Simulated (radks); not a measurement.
# H in 1s1: an all-electron calculation

Aim: the levels, the sizes of the orbitals and the parts of the energy of neutral hydrogen.

Program: radks (a radial shooting solver on a logarithmic mesh, Libxc functionals) version 1. Level of theory: Dirac Kohn-Sham, PBE, spin-unpolarised, spherical densities, point nucleus. These are calculated values, not measurements, unless marked.

## (1) What is computed

- element: hydrogen (Z = 1)
- charge: 0
- electrons: 1
- configuration: 1s1

Outer shells as boxes (Hund's rule):

H
```
1s [↑ ]
```

## (2) The calculation

Settings of this run:

```text
Z 1
configuration 1s1 2s0 2p0
relativity Dirac
functional pbe,pbe
spin unpolarised
j_filling energy
nucleus point
c 137.035999084
```

What does the calculation give?

**Answer**, as computed:

| quantity | value |
| --- | --- |
| total energy | -0.45893 hartree |
| exchange-correlation share of it | 54.77 % |
| −T/E | 0.9746 |
| highest occupied level | 1s1/2, -6.493 eV |
| most extended occupied level | 1s1/2, <r> = 1.64 bohr |
| radius at density 0.001 e/bohr³ | 2.99 bohr |
| maxima of the radial density | 1 |
| ionisation energy, NIST | 13.598 (theory) eV |

What this shows: The radial density shows 1 maxima for 1 occupied principal shells. The top level binds by 6.493 eV, 48 % of the NIST ionisation energy of 13.598 eV; the potential of a semilocal functional falls off too fast, so its top eigenvalue is too shallow. Spin polarisation and multiplet splitting are left out.
